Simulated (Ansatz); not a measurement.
# Ca3Si: the cost of one run

Computed with Ansatz 0.2.0 (DFT PBE, scalar-relativistic, plane waves, PAW, unless a step's input says otherwise).

1 further run of the same task is left out (it didn't finish).

## 1. The structure to begin with

The structure is cubic, space group Pm-3m (No. 221). The conventional cell has a = 4.599 Å, b = 4.599 Å, c = 4.599 Å, α = 90.00°, β = 90.00°, γ = 90.00°. Around Ca (site symmetry 4/mmm) lie 8 Ca at 3.25 Å and 4 Si at 3.25 Å. Si (site symmetry m-3m) is surrounded by 12 Ca at 3.25 Å.

Coordinates:

```
Ca Si
1.0
     4.59910    0.00000    0.00000
     0.00000    4.59910    0.00000
     0.00000    0.00000    4.59910
Ca Si
3 1
Direct
  0.00000 0.50000 0.50000
  0.50000 0.00000 0.50000
  0.50000 0.50000 0.00000
  0.00000 0.00000 0.00000
```

(A quick probe on a coarse mesh, which set the mesh and smearing, is not shown.)

## 3. Coarse relaxation

input.yaml

```yaml
crystal:
  lattice:
    - [4.5990981845, 0.0, 0.0]
    - [0.0, 4.5990981845, 0.0]
    - [0.0, 0.0, 4.5990981845]
  atoms:
    - { symbol: Ca, position: [0.0, 0.5, 0.5] }
    - { symbol: Ca, position: [0.5, 0.0, 0.5] }
    - { symbol: Ca, position: [0.5, 0.5, 0.0] }
    - { symbol: Si, position: [0.0, 0.0, 0.0] }
basis:
  ecutwfc: 420
kpoints:
  mp_grid: { grid: [4, 4, 4] }
hamiltonian:
  xc: pbe
scf:
  occupations: { method: gaussian, width: 0.1 }
  lower_state_search: "off"
output:
  forces: true
  stress: true
  eigenvalues: true
relax:
  adjacent_minimum: "off"
  f_tol: 0.04
  max_steps: 70
  cell: { stress_tol: 0.4 }
```

Launch:

```console
$ ansatz run input.yaml --threads 1 --pin off --max-ram 2560MiB --backend cpu --events-out ev --progress --plain --runs-dir out
```

Q: Estimate wall time and peak memory on 1 thread of Intel Xeon 6975P-C (Granite Rapids), shared host.

About 3.9 s, with a peak of 0.37 GiB.
